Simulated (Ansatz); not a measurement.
# CdH12O6 (+2): geometry

Aim: geometry, for CdH12O6 (+2), with the cost of each level. Charge +2.

Program: Ansatz 0.2.0. Level of theory: the levels named in each step. These are calculated values, not measurements.

### 1 The starting structure

Bond lengths (14 of 18 bonds, heavy atoms first): O1–Cd7 2.158 Å, O2–Cd7 2.171 Å, O3–Cd7 2.177 Å, O4–Cd7 2.165 Å, O5–Cd7 2.169 Å, O6–Cd7 2.178 Å, O1–H8 0.968 Å, O1–H9 0.968 Å, O2–H10 0.968 Å, O2–H11 0.968 Å, O3–H12 0.968 Å, O3–H13 0.967 Å, O4–H14 0.968 Å, O4–H15 0.968 Å. Angles (14 of 33 angles, heavy atoms first): O1–Cd7–O2 89.0°, O1–Cd7–O3 89.9°, O1–Cd7–O4 178.0°, O1–Cd7–O5 89.2°, O1–Cd7–O6 90.0°, O2–Cd7–O3 87.9°, O2–Cd7–O4 89.3°, O2–Cd7–O5 91.2°, O2–Cd7–O6 178.0°, O3–Cd7–O4 91.0°, O3–Cd7–O5 178.7°, O3–Cd7–O6 93.9°, O4–Cd7–O5 89.9°, O4–Cd7–O6 91.7°.

Structure file:

```xyz
19

O     0.0758    1.1680    1.8069
O    -0.1860   -1.7925    1.1988
O    -2.1799    0.1354    0.0120
O    -0.0593   -1.2229   -1.7911
O     2.1581   -0.1367    0.0219
O     0.2406    1.8188   -1.1858
Cd   -0.0066    0.0037   -0.0079
H    -0.7196    1.3583    2.3254
H     0.6373    1.9523    1.8929
H     0.2251   -2.6425    0.9849
H    -0.2541   -1.7691    2.1641
H    -2.7473   -0.5648    0.3645
H    -2.7761    0.8088   -0.3445
H     0.1698   -0.9238   -2.6829
H    -0.6929   -1.9454   -1.9095
H     2.7095   -0.0442    0.8121
H     2.6731   -0.6679   -0.6025
H    -0.3780    2.2967   -1.7562
H     1.1112    2.2064   -1.3550
```

### 2 A rough first relaxation, PBE-D4/def2-SVP

The input, input.yaml:

```yaml
crystal:
  periodic: [false, false, false]
  atoms:
    - { symbol: O, position_ang: [0.07584, 1.16804, 1.80688] }
    - { symbol: O, position_ang: [-0.18599, -1.79245, 1.19876] }
    - { symbol: O, position_ang: [-2.17989, 0.13539, 0.01196] }
    - { symbol: O, position_ang: [-0.0593, -1.22291, -1.7911] }
    - { symbol: O, position_ang: [2.15806, -0.13671, 0.02185] }
    - { symbol: O, position_ang: [0.24058, 1.81881, -1.18582] }
    - { symbol: Cd, position_ang: [-0.00664, 0.00366, -0.00794] }
    - { symbol: H, position_ang: [-0.71959, 1.35826, 2.32541] }
    - { symbol: H, position_ang: [0.63733, 1.9523, 1.89288] }
    - { symbol: H, position_ang: [0.22506, -2.6425, 0.98486] }
    - { symbol: H, position_ang: [-0.25408, -1.7691, 2.16412] }
    - { symbol: H, position_ang: [-2.74735, -0.56485, 0.36446] }
    - { symbol: H, position_ang: [-2.77608, 0.80883, -0.34453] }
    - { symbol: H, position_ang: [0.16982, -0.92376, -2.68291] }
    - { symbol: H, position_ang: [-0.69294, -1.94543, -1.90953] }
    - { symbol: H, position_ang: [2.70946, -0.04423, 0.81214] }
    - { symbol: H, position_ang: [2.6731, -0.66793, -0.60253] }
    - { symbol: H, position_ang: [-0.37804, 2.29666, -1.75622] }
    - { symbol: H, position_ang: [1.11118, 2.20644, -1.35501] }
total_charge: 2
basis:
  gaussian: { orbitals: def2-SVP }
hamiltonian:
  xc: pbe
  dispersion: d4
relax:
  f_tol: 0.03
  max_steps: 200
```

The run is started by

```sh
$ ansatz run input.yaml --threads 4 --pin off --max-ram 10240MiB --backend cpu --events-out ev --progress --plain --runs-dir out
```

Further steps of the session: Relaxation, PBE0-D4/def2-TZVP.

**Question.** What will these runs give? Wanted: O1–Cd7 at PBE0-D4/def2-TZVP; O2–Cd7 at PBE0-D4/def2-TZVP; O3–Cd7 at PBE0-D4/def2-TZVP.

The runs gave:

| quantity | value |
| --- | --- |
| O1–Cd7 at PBE0-D4/def2-TZVP | 2.314 Å |
| O2–Cd7 at PBE0-D4/def2-TZVP | 2.314 Å |
| O3–Cd7 at PBE0-D4/def2-TZVP | 2.314 Å |

Heavy atoms carry effective core potentials in def2 sets, and spin-orbit coupling is left out.
